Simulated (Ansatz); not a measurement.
# C₈H₁₈F₂O₂Ti: small, medium and large basis sets

The task here is to estimate one member of a computed series from the others.

Computed with Ansatz 0.2.0, Gaussian basis. Level: one geometry, several basis sets.

The runs, in order: PBE0-D4/def2-SVP; ωB97M-V/def2-SVP; PBE0-D4/def2-QZVPP; ωB97M-V/def2-QZVPP; the functionals' def2-TZVPP values are taken from earlier runs.

## Structure used throughout

An earlier PBE0-D4 in a triple-zeta def2 set relaxation fixed the geometry.

SMILES `CC(C)(C)[O][Ti]([F])([F])[O]C(C)(C)C`, 31 atoms, charge 0, spin multiplicity 1.

Atoms are counted from 1 here; the program's logs count them from 0.

Bond lengths: C1–C2 1.520 Å, C1–H14 1.091 Å, C1–H15 1.092 Å, C1–H16 1.091 Å, C2–C3 1.521 Å, C2–C4 1.521 Å, C2–O5 1.418 Å, C3–H17 1.092 Å, C3–H18 1.092 Å, C3–H19 1.092 Å, C4–H20 1.092 Å, C4–H21 1.092 Å, C4–H22 1.092 Å, O5–Ti6 1.761 Å, Ti6–F7 1.775 Å, Ti6–F8 1.775 Å, Ti6–O9 1.748 Å, O9–C10 1.415 Å and more. Angles: C2–C1–H14 110.3°, C2–C1–H15 110.5°, C2–C1–H16 110.3°, H14–C1–H15 108.6°, H14–C1–H16 108.5°, H15–C1–H16 108.6°, C1–C2–C3 111.0°, C1–C2–C4 111.1°, C1–C2–O5 107.1°, C3–C2–C4 111.1°, C3–C2–O5 108.3°, C4–C2–O5 108.2°, C2–C3–H17 110.3°, C2–C3–H18 110.3°, C2–C3–H19 110.7°, H17–C3–H18 108.6°, H17–C3–H19 108.4°, H18–C3–H19 108.5° and more.

The first run:

in.yaml

```yaml
crystal:
  periodic: [false, false, false]
  atoms:
    - {symbol: C, position_ang: [-3.737013, 1.044946, -0.394191]}
    - {symbol: C, position_ang: [-2.240350, 0.907857, -0.165380]}
    - {symbol: C, position_ang: [-1.926756, 0.749950, 1.314589]}
    - {symbol: C, position_ang: [-1.486131, 2.086716, -0.761060]}
    - {symbol: O, position_ang: [-1.822839, -0.269370, -0.837202]}
    - {symbol: Ti, position_ang: [-0.579129, -1.442233, -1.260217]}
    - {symbol: F, position_ang: [-0.366578, -1.467491, -3.022058]}
    - {symbol: F, position_ang: [-1.072219, -3.048901, -0.690658]}
    - {symbol: O, position_ang: [0.934473, -1.008771, -0.501638]}
    - {symbol: C, position_ang: [2.167632, -0.836598, 0.171138]}
    - {symbol: C, position_ang: [2.423364, 0.657012, 0.296855]}
    - {symbol: C, position_ang: [3.246375, -1.506032, -0.665787]}
    - {symbol: C, position_ang: [2.048288, -1.490769, 1.538427]}
    - {symbol: H, position_ang: [-3.951285, 1.118983, -1.461858]}
    - {symbol: H, position_ang: [-4.119586, 1.940203, 0.100949]}
    - {symbol: H, position_ang: [-4.262181, 0.174976, 0.004186]}
    - {symbol: H, position_ang: [-0.852203, 0.621750, 1.463262]}
    - {symbol: H, position_ang: [-2.440274, -0.124058, 1.720171]}
    - {symbol: H, position_ang: [-2.248660, 1.631535, 1.873167]}
    - {symbol: H, position_ang: [-1.686211, 2.162281, -1.831593]}
    - {symbol: H, position_ang: [-1.792430, 3.020394, -0.284244]}
    - {symbol: H, position_ang: [-0.410529, 1.962725, -0.616822]}
    - {symbol: H, position_ang: [3.376385, 0.840104, 0.797704]}
    - {symbol: H, position_ang: [1.632723, 1.133396, 0.880246]}
    - {symbol: H, position_ang: [2.456488, 1.121274, -0.690703]}
    - {symbol: H, position_ang: [3.037574, -2.572285, -0.771637]}
    - {symbol: H, position_ang: [4.223989, -1.389831, -0.192985]}
    - {symbol: H, position_ang: [3.285941, -1.060060, -1.661245]}
    - {symbol: H, position_ang: [2.984122, -1.391878, 2.092772]}
    - {symbol: H, position_ang: [1.252021, -1.020213, 2.119016]}
    - {symbol: H, position_ang: [1.817597, -2.552411, 1.432495]}
basis:
  gaussian: {orbitals: def2-SVP}
hamiltonian: {xc: pbe0, dispersion: d4}
output: {orbitals: {seedname: orbitals}}
```

Steps of the session up to this table: PBE0-D4 in def2-SVP; ωB97M-V in def2-SVP; PBE0-D4 in def2-QZVPP; ωB97M-V in def2-QZVPP.

One table of the session follows, with a row left open; its other results are not shown here.

It belongs to the step «Density functionals: the series». 

```
functional       basis  HOMO (eV)
   PBE0-D4    def2-SVP      -8.30
   PBE0-D4  def2-TZVPP      -8.36
   PBE0-D4  def2-QZVPP      -8.36
   ωB97M-V    def2-SVP          ?
   ωB97M-V  def2-TZVPP     -10.69
   ωB97M-V  def2-QZVPP     -10.69
```

Estimate the missing values for ωB97M-V, def2-SVP.

As computed: HOMO (eV): -10.60. In the column «HOMO (eV)» it lies between ωB97M-V, def2-QZVPP (-10.69) and PBE0-D4, def2-TZVPP (-8.36).
